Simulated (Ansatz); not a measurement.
This script makes the interaction energy of a dimer with the counterpoise correction of FH3Si, SMILES F[SiH3] with Ansatz's Python interface.

Script `fh3si.py`:
```python
"""Binding of a FH3Si dimer at a trial geometry."""

import ansatz as az

FIRST = [
    ("F", (-1.284, 0.174, 0.8595)),
    ("Si", (0.0014, 0.002, -0.0106)),
    ("H", (-0.3863, -0.166, -1.4543)),
    ("H", (0.7849, -1.196, 0.4758)),
    ("H", (0.884, 1.1858, 0.1297)),
]
SECOND = [
    ("F", (3.8739, 0.8596, -1.4391)),
    ("Si", (3.4644, 2.3657, -1.3856)),
    ("H", (2.7192, 2.73, -2.6405)),
    ("H", (4.7014, 3.221, -1.2305)),
    ("H", (2.6037, 2.6268, -0.2061)),
]

def energy(atoms, ghosts=()):
    molecule = az.Crystal.molecule()
    for symbol, xyz in atoms:
        molecule = molecule.atom(symbol, xyz)
    calc = (
        molecule.calculation()
        .basis(gaussian="def2-SVP")
        .functional("pbe")
    )
    deck = calc.input()
    if ghosts:
        deck = deck.set(az.key.basis.gaussian.ghost_atoms, [{"symbol": s, "position_ang": list(xyz)} for s, xyz in ghosts])
    return az.Session.from_dict(deck).plan().execute().report["free_energy_ev"]

# ghost atoms carry the functions of the partner
both = energy(FIRST + SECOND)
alone = energy(FIRST) + energy(SECOND)
ghosted = energy(FIRST, SECOND) + energy(SECOND, FIRST)
print(f"dimer {both:.6f} eV")
print(f"interaction, uncorrected   {(both - alone):8.3f} eV")
print(f"interaction, counterpoise  {(both - ghosted):8.3f} eV")
print(f"basis-set superposition    {(alone - ghosted):8.3f} eV")
```

How large is the interaction at this pose, and how much of it is basis-set superposition?

Uncorrected it is -0.001 eV, with the counterpoise correction 0.017 eV; the difference, 0.02 eV, is the superposition error. The sign changes with the correction, so this basis doesn't settle it.

The output:

```console
$ python fh3si.py
dimer -21265.365054 eV
interaction, uncorrected     -0.001 eV
interaction, counterpoise     0.017 eV
basis-set superposition       0.018 eV
```

Notes:
- Total energies depend on the basis set; only differences at equal settings carry meaning.
- The dimer is a generated trial pose of unrelaxed monomers, not a minimum, so the figure is no binding energy, and the basis set is small.
- This level lacks the dispersion part of the attraction (electrostatics and induction are there), which can decide the sign where the interaction is weak.
- Wall time of the script: 4.2 s on 1 thread of Intel(R) Xeon(R) 6975P-C (Granite Rapids), with other jobs on the host, peak memory 0.18 GiB.

(Lines on the test bed's own set-up are left out of the output.)
